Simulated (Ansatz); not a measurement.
# Ge2Si: the cost of one run

Method: cc-pVDZ, core rule «outside noble gas», up to 33 orbitals frozen; program: Ansatz 0.2.0, Gaussian basis.

To be run: UHF; CCSD(T) on RHF; BCCD(T) on RHF; CISD; CCSDT(Q) on RHF; CASSCF and MRCISD+Q, 8 electrons in 8 orbitals; CASSCF and NEVPT2, 8 electrons in 8 orbitals.

34 further runs of the same task are left out: 21 that didn't finish, 13 set aside as unsound or not needed.

### 1 The system

The geometry is a PBE0/def2-TZVP stationary point (not a proven minimum) of the parent state, kept for this charge and spin. No spin-orbit coupling is included. The filled d shell of Ge may be among the frozen orbitals whatever the setting's name suggests; the logs give the count.

3 atoms, charge 0, spin multiplicity 1.

Atoms are counted from 1 here; the program's logs count them from 0.

Bond lengths: Ge1–Ge2 2.453 Å, Ge1–Si3 2.352 Å, Ge2–Si3 2.352 Å. Angles: Ge2–Ge1–Si3 58.6°, Ge1–Ge2–Si3 58.6°, Ge1–Si3–Ge2 62.9°.

### 2 UHF

The input, in.yaml:

```yaml
crystal:
  periodic: [false, false, false]
  atoms:
    - {symbol: Ge, position_ang: [0.000000, 0.325086, 1.226603]}
    - {symbol: Ge, position_ang: [0.000000, 0.325086, -1.226603]}
    - {symbol: Si, position_ang: [0.000000, -1.681598, 0.000000]}
basis:
  gaussian: {orbitals: cc-pVDZ}
magnetization: {spin_polarized: true, initial_magnetization: 0}
hamiltonian: {xc: hf}
output: {orbitals: {seedname: orbitals}}
```

On the command line:

```sh
$ ansatz run in.yaml --threads 1 --pin off --events-out ev --progress --plain --max-ram 2393MiB
```

Q: Estimate wall time and peak memory on 1 thread of Arm Neoverse V1, shared host.

About 29 s, with a peak of 0.26 GiB.
